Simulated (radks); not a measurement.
# Cr⁺ in [Ar] 3d5: an all-electron calculation

The task here is to estimate one member of a computed series from the others.

The numbers are computed with radks (a radial shooting solver on a logarithmic mesh, Libxc functionals) version 1 (scalar-relativistic Kohn-Sham, revPBE, spin-polarised, spherical densities, finite nucleus; open shells are filled with parallel spins first), except any that are marked as measured or tabulated.

## The atom as given

- element: chromium (Z = 24)
- charge: +1
- electrons: 23
- configuration: [Ar] 3d5
- nuclear rms radius: 3.6452 fm

The outer shells:

Cr⁺
```
[Ar] core
3d [↑ ][↑ ][↑ ][↑ ][↑ ]
```

The first run:

The run's settings:

```text
Z 24
configuration [Ar] 3d5
relativity scalar-relativistic
functional pbe_r,pbe
spin polarised
nucleus finite rms 3.6452 fm
c 137.035999084
```

One of the session's tables, all rows but one given; the rest of the session is left out.

It belongs to the step «Shells». Sizes of the orbitals, from the radial functions (bohr):

| level | <r> | outermost maximum (interpolated) | 90 % within | nodes |
| --- | --- | --- | --- | --- |
| 1s down | 0.06354 | 0.0416 | 0.113 | 0 |
| 1s up | 0.06354 | 0.0416 | 0.113 | 0 |
| 2s up | 0.2932 | 0.243 | 0.455 | 1 |
| 2s down | 0.2927 | 0.243 | 0.454 | 1 |
| 2p up | 0.2601 | 0.198 | 0.427 | 0 |
| 2p down | 0.2595 | 0.198 | 0.426 | 0 |
| 3s up | 0.9037 | 0.778 | 1.36 | 2 |
| 3s down | 0.9047 | 0.778 | 1.36 | 2 |
| 3p up | 0.9685 | 0.800 | 1.50 | 1 |
| 3p down | 0.9717 | 0.800 | 1.50 | 1 |
| 3d up | ? | ? | ? | ? |

Q: Estimate the row for 3d up from the others.

As computed: <r>: 1.382; outermost maximum (interpolated): 0.843; 90 % within: 2.46; nodes: 0. In the column «<r>» it is the highest.

Caveats from the session: Open shells are spherical and high-spin; term and fine-structure splittings are not resolved.
